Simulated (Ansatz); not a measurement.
# AlClFH3S: two geometries relaxed, part 2 of 2

Aim: relax the geometries before and after the reaction (ligand exchange), and see whether they are two minima and how far apart in energy. Meant to form: Al1–S5, H7–Cl2; to break: Al1–Cl2, H7–S5. The start is a guess near the saddle point, from which both ends are pulled out.

Ansatz 0.2.0; RKS PBE-D4/def2-SVP. The steps go on from the part before.

## 4. Pulling towards end B

Springs on the bonds that form and break draw the guess towards this end; the thresholds are loose.

input.yaml

```yaml
crystal:
  periodic: [false, false, false]
  atoms:
    - { symbol: Al, position_ang: [0.0, 0.0, 0.0] }
    - { symbol: Cl, position_ang: [0.0, 0.0, 2.58] }
    - { symbol: H, position_ang: [1.351, 0.0, -0.78] }
    - { symbol: F, position_ang: [-1.4635, 0.0, -0.845] }
    - { symbol: S, position_ang: [0.107, -2.427, 0.8072] }
    - { symbol: H, position_ang: [-0.6505, -3.2374, -0.0469] }
    - { symbol: H, position_ang: [0.0643, -1.4595, 2.0709] }
basis:
  gaussian: { orbitals: def2-SVP }
hamiltonian:
  xc: pbe
  dispersion: d4
relax:
  f_tol: 0.15
  max_steps: 25
  restrain:
    - { distance: [0, 4], at: 2.26, k: 30.0 }
    - { distance: [6, 1], at: 1.37, k: 30.0 }
    - { distance: [0, 1], at: 3.43, k: 30.0 }
    - { distance: [6, 4], at: 2.6, k: 30.0 }
```

Started as:

```sh
> ansatz run input.yaml --threads 2 --pin off --max-ram 3072MiB --backend cpu --events-out ev --progress --plain --runs-dir out
```

Standard output:

```text
Warning: RAYON_NUM_THREADS=2 ignored (pool sized by the plan → 2); use --threads N
The last accepted step is kept in <dir> (removed where the run ends without a failure and the disk answers)
Engine: ansatz 0.2.0, aarch64-unknown-linux-gnu
Functional definition: PBE
  parameter kappa = 0.804
  parameter beta = 0.06672455060314922
  exchange = pbe_x(kappa = kappa, mu = beta*pi^2/3)
  correlation = pbe_c(beta = beta)
915 factors; their error is unknown
mean field evaluation 1: about -32692.0019 eV, gradient 4.0e1 eV
mean field evaluation 2: about -32669.8917 eV, gradient 1.2e2 eV
mean field evaluation 4: about -32695.0037 eV, gradient 6.1e0 eV
mean field evaluation 8: about -32695.1074 eV, gradient 2.0e-1 eV
mean field evaluation 16: about -32695.0506 eV, gradient 5.9e-5 eV
mean field -32695.05056990 eV, -1201.5209469425 hartree, gradient 5.9e-5 eV, S^2 0.000000; 0 other end points of the search recorded, 0 dependent functions left out
the calculation of the forces begins
reference -32695.05060796 eV, -1201.5209483412 hartree; 29, 29 occupied and 54, 54 virtual orbitals, 915 factors
relax step   1: F+E_penalty+E_count = -32695.21461348 eV  Δ(F+E_penalty+E_count) = +0.000e0 eV  max|allowed force component| = 2.566e0 eV/Å  E_restraint = 27.89502745 eV  max|allowed force component, restraints' pulls added| = 2.837e1 eV/Å  Δτ_max = 0.0000 Å  (25 SCF iters, accepted)
  distance Al 0 - S 4 = 2.5600 Å
  distance H 6 - Cl 1 = 1.5471 Å
  distance Al 0 - Cl 1 = 2.5800 Å
  distance H 6 - S 4 = 1.5921 Å
these checks for a lower state are left out or cut short: starts, cluster_reference, orbital_swaps, neighbouring_geometries, increment
915 factors; their error is unknown
mean field -32695.16848091 eV, -1201.5252800923 hartree, gradient 2.6e-5 eV, S^2 0.000000; 0 other end points of the search recorded, 0 dependent functions left out
the calculation of the forces begins
reference -32695.16851955 eV, -1201.5252815122 hartree; 29, 29 occupied and 54, 54 virtual orbitals, 915 factors
relax step   2: F+E_penalty+E_count = -32695.32691161 eV  Δ(F+E_penalty+E_count) = -1.123e-1 eV  max|allowed force component| = 2.790e0 eV/Å  E_restraint = 11.45037549 eV  max|allowed force component, restraints' pulls added| = 1.764e1 eV/Å  Δτ_max = 0.1983 Å  (32 SCF iters, accepted)
  distance Al 0 - S 4 = 2.4692 Å
  distance H 6 - Cl 1 = 1.4464 Å
  distance Al 0 - Cl 1 = 2.8983 Å
  distance H 6 - S 4 = 1.9435 Å
these checks for a lower state are left out or cut short: starts, cluster_reference, orbital_swaps, neighbouring_geometries, increment
915 factors; their error is unknown
mean field evaluation 32: about -32695.3411 eV, gradient 2.2e-5 eV
mean field -32695.34105353 eV, -1201.5316220192 hartree, gradient 2.2e-5 eV, S^2 0.000000; 0 other end points of the search recorded, 0 dependent functions left out
the calculation of the forces begins
reference -32695.34109243 eV, -1201.5316234488 hartree; 29, 29 occupied and 54, 54 virtual orbitals, 915 factors
relax step   3: F+E_penalty+E_count = -32695.49428632 eV  Δ(F+E_penalty+E_count) = -1.674e-1 eV  max|allowed force component| = 2.666e0 eV/Å  E_restraint = 2.83410320 eV  max|allowed force component, restraints' pulls added| = 8.107e0 eV/Å  Δτ_max = 0.1948 Å  (31 SCF iters, accepted)
  distance Al 0 - S 4 = 2.3597 Å
  distance H 6 - Cl 1 = 1.3540 Å
  distance Al 0 - Cl 1 = 3.1572 Å
  distance H 6 - S 4 = 2.2770 Å
these checks for a lower state are left out or cut short: starts, cluster_reference, orbital_swaps, neighbouring_geometries, increment
915 factors; their error is unknown
mean field -32695.74014068 eV, -1201.5462882013 hartree, gradient 1.8e-5 eV, S^2 0.000000; 0 other end points of the search recorded, 0 dependent functions left out
the calculation of the forces begins
reference -32695.74017980 eV, -1201.5462896388 hartree; 29, 29 occupied and 54, 54 virtual orbitals, 915 factors
relax step   4: F+E_penalty+E_count = -32695.88724519 eV  Δ(F+E_penalty+E_count) = -3.930e-1 eV  max|allowed force component| = 1.367e0 eV/Å  E_restraint = 0.11265142 eV  max|allowed force component, restraints' pulls added| = 1.427e0 eV/Å  Δτ_max = 0.1960 Å  (32 SCF iters, accepted)
  distance Al 0 - S 4 = 2.2559 Å
  distance H 6 - Cl 1 = 1.3278 Å
  distance Al 0 - Cl 1 = 3.3835 Å
  distance H 6 - S 4 = 2.5404 Å
these checks for a lower state are left out or cut short: starts, cluster_reference, orbital_swaps, neighbouring_geometries, increment
915 factors; their error is unknown
mean field -32695.92986471 eV, -1201.5532604309 hartree, gradient 1.6e-5 eV, S^2 0.000000; 0 other end points of the search recorded, 0 dependent functions left out
the calculation of the forces begins
reference -32695.92990315 eV, -1201.5532618434 hartree; 29, 29 occupied and 54, 54 virtual orbitals, 915 factors
relax step   5: F+E_penalty+E_count = -32696.07568812 eV  Δ(F+E_penalty+E_count) = -1.884e-1 eV  max|allowed force component| = 1.069e0 eV/Å  E_restraint = 0.00534443 eV  max|allowed force component, restraints' pulls added| = 6.863e-1 eV/Å  Δτ_max = 0.1946 Å  (31 SCF iters, accepted)
  distance Al 0 - S 4 = 2.2528 Å
  distance H 6 - Cl 1 = 1.3554 Å
  distance Al 0 - Cl 1 = 3.4370 Å
  distance H 6 - S 4 = 2.6066 Å
these checks for a lower state are left out or cut short: starts, cluster_reference, orbital_swaps, neighbouring_geometries, increment
915 factors; their error is unknown
mean field -32695.98160281 eV, -1201.5551617711 hartree, gradient 1.6e-5 eV, S^2 0.000000; 0 other end points of the search recorded, 0 dependent functions left out
the calculation of the forces begins
reference -32695.98164139 eV, -1201.5551631888 hartree; 29, 29 occupied and 54, 54 virtual orbitals, 915 factors
relax step   6: F+E_penalty+E_count = -32696.12719690 eV  Δ(F+E_penalty+E_count) = -5.151e-2 eV  max|allowed force component| = 9.699e-1 eV/Å  E_restraint = 0.00650195 eV  max|allowed force component, restraints' pulls added| = 4.470e-1 eV/Å  Δτ_max = 0.0679 Å  (26 SCF iters, accepted)
  distance Al 0 - S 4 = 2.2510 Å
  distance H 6 - Cl 1 = 1.3515 Å
  distance Al 0 - Cl 1 = 3.4310 Å
  distance H 6 - S 4 = 2.6033 Å
these checks for a lower state are left out or cut short: starts, cluster_reference, orbital_swaps, neighbouring_geometries, increment
915 factors; their error is unknown
mean field evaluation 64: about -32696.0188 eV, gradient 1.6e-5 eV
mean field -32696.01877325 eV, -1201.5565277594 hartree, gradient 1.6e-5 eV, S^2 0.000000; 0 other end points of the search recorded, 0 dependent functions left out
the calculation of the forces begins
reference -32696.01881170 eV, -1201.5565291725 hartree; 29, 29 occupied and 54, 54 virtual orbitals, 915 factors
relax step   7: F+E_penalty+E_count = -32696.16472060 eV  Δ(F+E_penalty+E_count) = -3.752e-2 eV  max|allowed force component| = 8.535e-1 eV/Å  E_restraint = 0.00942476 eV  max|allowed force component, restraints' pulls added| = 2.982e-1 eV/Å  Δτ_max = 0.2000 Å  (33 SCF iters, accepted)
  distance Al 0 - S 4 = 2.2515 Å
  distance H 6 - Cl 1 = 1.3474 Å
  distance Al 0 - Cl 1 = 3.4231 Å
  distance H 6 - S 4 = 2.6001 Å
these checks for a lower state are left out or cut short: starts, cluster_reference, orbital_swaps, neighbouring_geometries, increment
915 factors; their error is unknown
mean field -32696.03782563 eV, -1201.5572279215 hartree, gradient 1.0e-5 eV, S^2 0.000000; 0 other end points of the search recorded, 0 dependent functions left out
the calculation of the forces begins
reference -32696.03786367 eV, -1201.5572293196 hartree; 29, 29 occupied and 54, 54 virtual orbitals, 915 factors
relax step   8: F+E_penalty+E_count = -32696.18494907 eV  Δ(F+E_penalty+E_count) = -2.023e-2 eV  max|allowed force component| = 8.148e-1 eV/Å  E_restraint = 0.01158764 eV  max|allowed force component, restraints' pulls added| = 3.257e-1 eV/Å  Δτ_max = 0.1354 Å  (27 SCF iters, accepted)
  distance Al 0 - S 4 = 2.2484 Å
  distance H 6 - Cl 1 = 1.3463 Å
  distance Al 0 - Cl 1 = 3.4213 Å
  distance H 6 - S 4 = 2.5992 Å
these checks for a lower state are left out or cut short: starts, cluster_reference, orbital_swaps, neighbouring_geometries, increment
915 factors; their error is unknown
mean field -32696.04094716 eV, -1201.5573426357 hartree, gradient 1.4e-5 eV, S^2 0.000000; 0 other end points of the search recorded, 0 dependent functions left out
the calculation of the forces begins
reference -32696.04098522 eV, -1201.5573440342 hartree; 29, 29 occupied and 54, 54 virtual orbitals, 915 factors
relax step   9: F+E_penalty+E_count = -32696.18787900 eV  Δ(F+E_penalty+E_count) = -2.930e-3 eV  max|allowed force component| = 7.654e-1 eV/Å  E_restraint = 0.01271081 eV  max|allowed force component, restraints' pulls added| = 1.802e-1 eV/Å  Δτ_max = 0.0580 Å  (26 SCF iters, accepted)
  distance Al 0 - S 4 = 2.2478 Å
  distance H 6 - Cl 1 = 1.3450 Å
  distance Al 0 - Cl 1 = 3.4222 Å
  distance H 6 - S 4 = 2.5963 Å
these checks for a lower state are left out or cut short: starts, cluster_reference, orbital_swaps, neighbouring_geometries, increment
915 factors; their error is unknown
mean field -32696.04511810 eV, -1201.5574959147 hartree, gradient 1.5e-5 eV, S^2 0.000000; 0 other end points of the search recorded, 0 dependent functions left out
the calculation of the forces begins
reference -32696.04515614 eV, -1201.5574973127 hartree; 29, 29 occupied and 54, 54 virtual orbitals, 915 factors
relax step  10: F+E_penalty+E_count = -32696.19252670 eV  Δ(F+E_penalty+E_count) = -4.648e-3 eV  max|allowed force component| = 7.455e-1 eV/Å  E_restraint = 0.01314857 eV  max|allowed force component, restraints' pulls added| = 3.504e-2 eV/Å  Δτ_max = 0.0619 Å  (27 SCF iters, accepted)
  distance Al 0 - S 4 = 2.2482 Å
  distance H 6 - Cl 1 = 1.3442 Å
  distance Al 0 - Cl 1 = 3.4226 Å
  distance H 6 - S 4 = 2.5960 Å
915 factors; their error is unknown
mean field evaluation 96: about -32696.1014 eV, gradient 1.4e-2 eV
mean field -32696.04511810 eV, -1201.5574959147 hartree, gradient 1.5e-5 eV, S^2 0.000000; 1 other end points of the search recorded, 0 dependent functions left out
the calculation of the forces begins
reference -32696.04515614 eV, -1201.5574973127 hartree; 29, 29 occupied and 54, 54 virtual orbitals, 915 factors
Total energy: -32696.19256475 eV, -1201.5629144792 hartree
Atom 0 at     0.120309    -0.546330    -0.455528 Å, force    -0.013319    -0.327827     0.349149 eV/Å
Atom 1 at    -0.110277    -0.032477     2.920459 Å, force     0.146801    -0.745481    -0.476663 eV/Å
Atom 2 at     1.356299     0.393867    -0.728443 Å, force     0.030913     0.020230     0.002288 eV/Å
Atom 3 at    -1.437960    -0.109863    -0.897654 Å, force    -0.003718     0.006808     0.000229 eV/Å
Atom 4 at     0.352313    -2.653783     0.292224 Å, force    -0.026557     0.386702    -0.036613 eV/Å
Atom 5 at    -0.986007    -2.891167     0.170576 Å, force    -0.005631     0.004320     0.013784 eV/Å
Atom 6 at     0.113622    -1.284147     2.484567 Å, force    -0.128489     0.655248     0.147826 eV/Å
Dipole moment:     0.076162    -0.208837    -0.036825 e Å
```

Run time: 13 s. Hardware: 2 threads of Arm Neoverse V2, shared host; peak memory 0.15 GiB.

The steps of the relaxation:

| step | energy from step 1 (eV) | largest force component (eV/Å) |
| --- | --- | --- |
| 1 | 0.0000 | 2.5658 |
| 2 | -0.1123 | 2.7902 |
| 3 | -0.2797 | 2.6660 |
| 4 | -0.6726 | 1.3669 |
| 5 | -0.8611 | 1.0685 |
| 6 | -0.9126 | 0.9699 |
| 7 | -0.9501 | 0.8535 |
| 8 | -0.9703 | 0.8148 |
| 9 | -0.9733 | 0.7654 |
| 10 | -0.9779 | 0.7455 |

Step 1 is the start. Energies and forces in the table leave out the springs, which the log lists apart; the run stops on the force with the springs' pull added.

After: Bond lengths: Al1–H3 1.577 Å, Al1–F4 1.678 Å, Al1–S5 2.248 Å, S5–H6 1.365 Å, Cl2–H7 1.344 Å. Angles: H3–Al1–F4 121.8°, H3–Al1–S5 122.4°, F4–Al1–S5 115.3°, Al1–S5–H6 91.8°.

Pairs that crossed the distance rule for bonds on the way: moved apart Al1–Cl2, S5–H7.

## 5. End point B

It starts where the restrained run ended.

input.yaml

```yaml
crystal:
  periodic: [false, false, false]
  atoms:
    - { symbol: Al, position_ang: [0.120309, -0.54633, -0.455528] }
    - { symbol: Cl, position_ang: [-0.110277, -0.032477, 2.920459] }
    - { symbol: H, position_ang: [1.356299, 0.393867, -0.728443] }
    - { symbol: F, position_ang: [-1.43796, -0.109863, -0.897654] }
    - { symbol: S, position_ang: [0.352313, -2.653783, 0.292224] }
    - { symbol: H, position_ang: [-0.986007, -2.891167, 0.170576] }
    - { symbol: H, position_ang: [0.113622, -1.284147, 2.484567] }
basis:
  gaussian: { orbitals: def2-SVP }
hamiltonian:
  xc: pbe
  dispersion: d4
relax:
  f_tol: 0.03
  max_steps: 50
output:
  orbitals: {}
```

Started as:

```sh
> ansatz run input.yaml --threads 2 --pin off --max-ram 3072MiB --backend cpu --events-out ev --progress --plain --runs-dir out
```

Standard output, shortened:

```text
Warning: RAYON_NUM_THREADS=2 ignored (pool sized by the plan → 2); use --threads N
[...]
[... 1 set-up line as earlier in the session ...]
[...]
915 factors; their error is unknown
[...]
mean field -32696.04511724 eV, -1201.5574958831 hartree, gradient 4.0e-5 eV, S^2 0.000000; 0 other end points of the search recorded, 0 dependent functions left out
[...]
reference -32696.04515563 eV, -1201.5574972939 hartree; 29, 29 occupied and 54, 54 virtual orbitals, 915 factors
relax step   1: F+E_penalty+E_count = -32696.19252585 eV  Δ(F+E_penalty+E_count) = +0.000e0 eV  max|allowed force component| = 7.455e-1 eV/Å  Δτ_max = 0.0000 Å  (25 SCF iters, accepted)
[...]
relax step   6: F+E_penalty+E_count = -32696.48934940 eV  Δ(F+E_penalty+E_count) = -4.763e-2 eV  max|allowed force component| = 5.315e-1 eV/Å  Δτ_max = 0.0947 Å  (29 SCF iters, accepted)
[...]
mean field -32696.97220569 eV, -1201.5915657554 hartree, gradient 1.3e-5 eV, S^2 0.000000; 1 other end points of the search recorded, 0 dependent functions left out
[...]
reference -32696.97224318 eV, -1201.5915671331 hartree; 29, 29 occupied and 54, 54 virtual orbitals, 915 factors
Total energy: -32697.13627813 eV, -1201.5975953062 hartree
Atom 0 at     0.078903    -0.052097     0.171583 Å, force     0.013387     0.003882     0.016167 eV/Å
Atom 1 at    -0.090390     0.553637     2.216655 Å, force     0.000595     0.000756    -0.003338 eV/Å
Atom 2 at     1.331159     0.378041    -0.695820 Å, force     0.005913     0.003487    -0.003676 eV/Å
Atom 3 at    -1.401391    -0.320055    -0.603377 Å, force    -0.018854    -0.004957    -0.007981 eV/Å
Atom 4 at     0.399210    -2.571215     0.630460 Å, force    -0.014255    -0.005043    -0.002208 eV/Å
Atom 5 at    -0.871323    -2.739704     0.157670 Å, force     0.013688     0.001877     0.004564 eV/Å
Atom 6 at    -0.037868    -2.372508     1.909030 Å, force    -0.000473    -0.000002    -0.003529 eV/Å
Dipole moment:     0.082492    -0.766825     0.095897 e Å
```

Wall time 28 s (2 threads of Arm Neoverse V2, shared host); peak memory 0.15 GiB.

Step by step:

| step | energy from step 1 (eV) | largest force component (eV/Å) |
| --- | --- | --- |
| 1 | 0.0000 | 0.7455 |
| 2 | -0.0968 | 0.2529 |
| 3 | -0.1817 | 0.4265 |
| 4 | -0.2279 | 0.6170 |
| 5 | -0.2492 | 0.5014 |
| 6 | -0.2968 | 0.5315 |
| 7 | -0.3557 | 1.2829 |
| 8 | -0.5843 | 0.8893 |
| 9 | -0.7594 | 1.1289 |
| 10 | -0.8820 | 0.4789 |
| 11 | -0.9143 | 0.2742 |
| 12 | -0.9281 | 0.3904 |
| 13 | -0.9323 | 0.4052 |
| 14 | -0.9384 | 0.0541 |
| 15 | -0.9407 | 0.0513 |
| 16 | -0.9424 | 0.0307 |
| 17 | -0.9430 | 0.0836 |
| 18 | -0.9434 | 0.0713 |
| 19 | -0.9437 | 0.0377 |
| 20 | -0.9437 | 0.0189 |

Step 1 is the start.

After: Bond lengths: Al1–Cl2 2.140 Å, Al1–H3 1.583 Å, Al1–F4 1.692 Å, Al1–S5 2.581 Å, S5–H6 1.366 Å, S5–H7 1.366 Å. Angles: Cl2–Al1–H3 120.6°, Cl2–Al1–F4 114.4°, Cl2–Al1–S5 96.7°, H3–Al1–F4 119.0°, H3–Al1–S5 105.3°, F4–Al1–S5 92.0°, Al1–S5–H6 86.8°, Al1–S5–H7 89.1°, H6–S5–H7 92.5°.

Pairs that crossed the distance rule for bonds on the way: came closer Al1–Cl2, S5–H7; moved apart Cl2–H7.

## 6. Outcome

What follows sums up all 2 parts.

```
                           quantity                     value
                              end A  11 moves, 0.432 eV lower
                              end B  19 moves, 0.944 eV lower
largest difference between the ends                    0.01 Å
            end B relative to end A                 +0.000 eV
```

What this shows: Both starts fell into the same minimum (no atom differs by more than 0.01 Å), so from this start no second minimum was found and no band was run; another arrangement could still be one.
